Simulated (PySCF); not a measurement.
# CrF5N ([Cr(N)F5]3-): the cost of one run

Programs: PySCF 2.14.0, with routines of our own; each step states its level. All values are computed. Atoms count from 0.

## 1. The starting structure

7 atoms, charge -3, states of the metal's open shell are computed; geometry from: model start, shaken.

## 2. Geometry optimisation at PBE0-D3(BJ)/def2-SVP

The job: settings as JSON, then the geometry in Å.

```
{"job": {"xc": "PBE0", "basis": "def2-SVP", "d3": "d3bj", "grid": 1, "maxiter": 45, "solvent": "water", "kind": "geom"}, "charge": -3, "metal": "Cr", "open_shell": "d1"}
Cr     0.000020     0.004480    -0.004110
N     -0.013360    -0.006820     1.525130
F      0.000900     0.020100    -1.797380
F      1.780690     0.007350     0.005350
F     -1.788420    -0.013960    -0.000440
F      0.010430     1.769840    -0.006860
F     -0.028520    -1.809340    -0.027630
```

On the command line:

```bash
> OMP_NUM_THREADS=1 python lf_run.py task.json out
```

One launch serves the whole session: the jobs run in the order shown.

**Question.** How long does this first job take on 1 thread of Intel Xeon at 2.50GHz, shared host, and how much memory does it need?

About 8 min, with a peak of 0.78 GiB.
